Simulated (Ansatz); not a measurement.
# TiO2: the cost of one run

Program: Ansatz 0.2.0. Level of theory: DFT r2SCAN, scalar-relativistic, plane waves, PAW. These are calculated values, not measurements.

## (1) The system as given

Symmetry: Pbcn, No. 60, orthorhombic system. Conventional cell: a = 4.544 Å, b = 5.514 Å, c = 4.895 Å, α = 90.00°, β = 90.00°, γ = 90.00°. Ti (site symmetry 2) has 6 O at 1.87 to 2.10 Å as nearest neighbours. O (site symmetry 1) is surrounded by 3 Ti at 1.87 to 2.10 Å.

Coordinates:

```cif
data_structure
_symmetry_space_group_name_H-M 'Pbcn'
_symmetry_Int_Tables_number 60
_cell_length_a 4.5445
_cell_length_b 5.5139
_cell_length_c 4.8945
_cell_angle_alpha 90.000
_cell_angle_beta 90.000
_cell_angle_gamma 90.000
_cell_volume 122.65
loop_
_atom_site_label
_atom_site_type_symbol
_atom_site_symmetry_multiplicity
_atom_site_Wyckoff_symbol
_atom_site_fract_x
_atom_site_fract_y
_atom_site_fract_z
_atom_site_occupancy
Ti1 Ti 4 c 0.00000 0.17563 0.25000 1
O1 O 8 d 0.27110 0.38176 0.41910 1
```

This cell was relaxed beforehand with the same method: volume 10.22 Å³/atom, gap on the mesh 3.04 eV.

## (2) The undisturbed cell

input.yaml reads:

```yaml
crystal:
  lattice:
    - [4.5444713988, 0.0, 0.0]
    - [0.0, 5.5138740228, 0.0]
    - [0.0, 0.0, 4.894541213]
  atoms:
    - { symbol: Ti, position: [0.0, 0.1756339016, 0.25] }
    - { symbol: Ti, position: [0.5, 0.3243660984, 0.75] }
    - { symbol: Ti, position: [0.0, 0.8243660984, 0.75] }
    - { symbol: Ti, position: [0.5, 0.6756339016, 0.25] }
    - { symbol: O, position: [0.2710995859, 0.3817595928, 0.4190959164] }
    - { symbol: O, position: [0.2289004141, 0.1182404072, 0.9190959164] }
    - { symbol: O, position: [0.7710995859, 0.1182404072, 0.5809040836] }
    - { symbol: O, position: [0.7289004141, 0.3817595928, 0.0809040836] }
    - { symbol: O, position: [0.7289004141, 0.6182404072, 0.5809040836] }
    - { symbol: O, position: [0.7710995859, 0.8817595928, 0.0809040836] }
    - { symbol: O, position: [0.2289004141, 0.8817595928, 0.4190959164] }
    - { symbol: O, position: [0.2710995859, 0.6182404072, 0.9190959164] }
basis:
  ecutwfc: 500
kpoints:
  mp_grid: { grid: [6, 4, 6] }
hamiltonian:
  xc: r2scan
scf:
  occupations: { method: gaussian, width: 0.05 }
output:
  forces: true
  stress: true
  eigenvalues: true
  write_density: true
  write_potential: true
  elf: true
  volumetric_format: npy
```

Started as:

```
> ansatz run input.yaml --threads 2 --pin off --max-ram 5120MiB --backend cpu --events-out ev --progress --plain --runs-dir out
```

**Question.** How long does this run take on 2 threads of Intel Xeon Platinum 8375C at 2.90GHz (Ice Lake), shared host, and how much memory does it need?

About 29 s, with a peak of 0.87 GiB.
